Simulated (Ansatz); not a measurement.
# Ir (sc type): how the settings move a single-point run

Question: which choices in the input matter for Ir (sc type)?

Computed with Ansatz 0.2.0 (reference: DFT, LDA, PAW with Ansatz's default frozen-core files, scalar-relativistic, unless a step's input says otherwise).

1 further run of the same task is left out (it didn't finish). Runs told in other sessions of the task aren't counted.

### Step 1. Starting point

Symmetry: Pm-3m, No. 221, cubic system. The conventional cell has a = 2.458 Å, b = 2.458 Å, c = 2.458 Å, α = 90.00°, β = 90.00°, γ = 90.00°. Ir (site symmetry m-3m) is surrounded by 6 Ir at 2.46 Å.

As a file:

```cif
data_structure
_symmetry_space_group_name_H-M 'Pm-3m'
_symmetry_Int_Tables_number 221
_cell_length_a 2.4575
_cell_length_b 2.4575
_cell_length_c 2.4575
_cell_angle_alpha 90.000
_cell_angle_beta 90.000
_cell_angle_gamma 90.000
_cell_volume 14.84
loop_
_atom_site_label
_atom_site_type_symbol
_atom_site_symmetry_multiplicity
_atom_site_Wyckoff_symbol
_atom_site_fract_x
_atom_site_fract_y
_atom_site_fract_z
_atom_site_occupancy
Ir1 Ir 1 a 0.00000 0.00000 0.00000 1
```

### Step 2. Reference

File input.yaml:

```yaml
crystal:
  lattice:
    - [2.4575458103, 0.0, 0.0]
    - [0.0, 2.4575458103, 0.0]
    - [0.0, 0.0, 2.4575458103]
  atoms:
    - { symbol: Ir, position: [0.0, 0.0, 0.0] }
kpoints:
  mp_grid: { grid: [15, 15, 15] }
  band_path:
    path:
      - [0.0, 0.0, 0.0]
      - [0.0, 0.5, 0.0]
      - [0.5, 0.5, 0.0]
      - [0.0, 0.0, 0.0]
      - [0.5, 0.5, 0.5]
      - [0.0, 0.5, 0.0]
      - [0.5, 0.5, 0.5]
      - [0.5, 0.5, 0.0]
    npoints: 8
scf:
  occupations: { method: fermi_dirac, width: 0.1 }
hamiltonian:
  xc: lda
  pseudopotentials: { kind: paw }
output:
  forces: true
  stress: true
  eigenvalues: true
  populations: true
  dos: { projected: true, de: 0.2, e_range: [-14, 8] }
  write_density: true
  write_potential: true
  elf: true
  volumetric_format: npy
```

Started as:

```bash
$ ansatz run input.yaml --threads 1 --pin off --max-ram 2048MiB --backend cpu --events-out ev --progress --plain --runs-dir out
```

The main lines of its log:

```text
[...]
Basis set: ecut = 420 eV, 257 PW (Γ)
[...]
k-points: 120 of 3375
[...]
SCF iter   1: F=—  HF=-11662.206813 eV  |F-HF|=—  |Δ(HF+E_count)|=         —  Δρ=5.78e-3  dr2=1.42e-3  ethr=1.77e-3  ⟨swp⟩=5.0  Hψ=8372  notcnv=0
preconditioner: auto → none  [metal: Δε(μ)=0.009 eV  Ē_g=14.162 eV  σ=0.100 eV  W_gap=0.02  n_scr=6 (ndim 8)  ℏωp=28.9 eV  f_vac=0.000  D(μ)=1.27/eV (n_scr^D=18)  sad-step TF]
SCF iter   2: F=—  HF=-11662.206842 eV  |F-HF|=—  |Δ(HF+E_count)|=   2.82e-5  Δρ=3.09e-3  dr2=3.68e-4  ethr=8.37e-6  ⟨swp⟩=1.6  Hψ=2751  notcnv=0
[...]
SCF iter   5: F=-11662.206944 eV  HF=-11662.206944 eV  |F-HF|=2.23e-9  |Δ(HF+E_count)|=   9.67e-8  Δρ=1.15e-5  dr2=8.46e-9  ethr=2.11e-9  ⟨swp⟩=2.1  Hψ=2583  notcnv=0
SCF iter   6: F=-11662.206944 eV  HF=-11662.206944 eV  |F-HF|=1.58e-10  |Δ(HF+E_count)|=   3.11e-9  Δρ=2.89e-6  dr2=3.93e-10  ethr=4.98e-11  ⟨swp⟩=5.2  Hψ=7626  notcnv=0
[...]
SCF converged after 6 iterations
Free energy (F): -11662.206944 eV
[...]
E sigma→0 (E₀):  -11662.186294 eV
[...]
Fermi energy:    23.812237 eV
[...]
  P = ⅓ Tr σ = 29.6771 GPa (296.771 kbar)
[...]
```

Wall time 2 s (1 thread of Arm Neoverse V2, shared host); peak memory 0.27 GiB.

### Step 3. Changing settings: symmetry.detect false, mp_grid.grid [8, 8, 8]

Changes to input.yaml since step 2:

```diff
@@ -7,4 +7,5 @@
     - { symbol: Ir, position: [0.0, 0.0, 0.0] }
+  symmetry: { detect: false }
 kpoints:
-  mp_grid: { grid: [15, 15, 15] }
+  mp_grid: { grid: [8, 8, 8] }
   band_path:
@@ -30,6 +31 @@
   populations: true
-  dos: { projected: true, de: 0.2, e_range: [-14, 8] }
-  write_density: true
-  write_potential: true
-  elf: true
-  volumetric_format: npy
```

Started as:

```bash
$ ansatz run input.yaml --threads 1 --pin off --max-ram 2048MiB --backend cpu --events-out ev --progress --plain --runs-dir out
```

The program printed (excerpt; [...] marks lines left out):

```text
[...]
Pseudopotentials: kind: paw
Pseudopotential: Ir, paw, valence charge 17, recommended cutoff 420 eV (normal)
Functional definition: SPW92
[...]
Crystal: 1 atoms, lattice volume = 14.842 Å³
Basis set: ecut = 420 eV, 257 PW (Γ)
Bands: 13, of which v1, the nominal top of the filled ones, is band 9 counted from 1 (8 counted from 0)
Symmetry: 1 space group operations
k-points: 260 of 512 (time reversal used)
[...]
SCF iter   1: F=—  HF=-11662.267324 eV  |F-HF|=—  |Δ(HF+E_count)|=         —  Δρ=6.27e-3  dr2=1.11e-3  ethr=1.77e-3  ⟨swp⟩=5.0  Hψ=18072  notcnv=0
[...]
SCF iter   6: F=-11662.267648 eV  HF=-11662.267648 eV  |F-HF|=2.29e-10  |Δ(HF+E_count)|=   1.03e-8  Δρ=3.53e-6  dr2=6.32e-10  ethr=7.84e-11  ⟨swp⟩=1.6  Hψ=10228  notcnv=0
[...]
NSCF: frozen V_eff on 57 k-points
SCF converged after 6 iterations
Free energy (F): -11662.267648 eV
[...]
E sigma→0 (E₀):  -11662.251118 eV
Entropy (-TS):   -0.033060 eV (-33.060 meV/atom)
Fermi energy:    23.969428 eV
[...]
--- Forces (eV/Å), atoms counted from 1 ---
  atom   1  Ir    -0.00000004    -0.00000015     0.00000010
[...]
--- Stress (GPa, compression-positive) ---
       28.245638       0.000009      -0.000005
        0.000009      28.245696      -0.000010
       -0.000004      -0.000010      28.245686
  P = ⅓ Tr σ = 28.2457 GPa (282.457 kbar)
--- Band table (eV; the first three rows and the last of 260) ---
  k-point 0: bands = ["-68.7604", "-25.0671", "-25.0671", "-25.0671", "13.4424", "16.6222", "16.6222", "25.4827", "25.4827", "25.4827", "39.8994", "39.8994", "39.8994"]
[...]
--- Löwdin populations: 1 site ---
  site symbol       q [e]
     0     Ir     16.8685
  spilling = 0.007738 (of n_electrons = 17.000000)
```

Run time: 5.4 s. Hardware: 1 thread of Arm Neoverse V2, shared host; peak memory 0.31 GiB.

Changing the use of symmetry and k-point mesh moves the energy by -60.7 meV/atom, and the pressure goes from 29.7 to 28.2 GPa. Sampling errors of the energy have no fixed sign. The other settings changed steer the path, not the converged energy, so the shift is the mesh's. These settings are too coarse to quote as the system's properties.

### Step 4. All runs together

```csv
run,ending,energy change,pressure (GPa),gap (eV),force (eV/Å),cycles,time
reference,converged,0,29.7,0.00,0.00,6,2 s
"1: symmetry.detect false, mp_grid.grid [8, 8, 8]",converged,-60.7 meV/atom,28.2,0.00,0.00,6,5.4 s
```

Times don't compare one to one where runs were asked for different outputs or read a saved state (see the inputs); cycles may leave out searches for a lower state.

Residual by cycle in the longest SCF loop of each run; runs are numbered as in the table. The quantity is the density residual dr2, in eV.

```csv
cycle,reference,run 1
1,0.00142,0.00111
2,3.7e-4,3.5e-4
3,2.2e-5,2.0e-5
4,3.6e-7,6.8e-7
5,8.5e-9,1.3e-8
6,3.9e-10,6.3e-10
```

What this shows: Changing the use of symmetry and k-point mesh moves the energy by -60.7 meV/atom, and the pressure goes from 29.7 to 28.2 GPa. Sampling errors of the energy have no fixed sign. The other settings changed steer the path, not the converged energy, so the shift is the mesh's. The structure is not at rest: the sound run finds 30 GPa, so these are no properties of the relaxed crystal. 
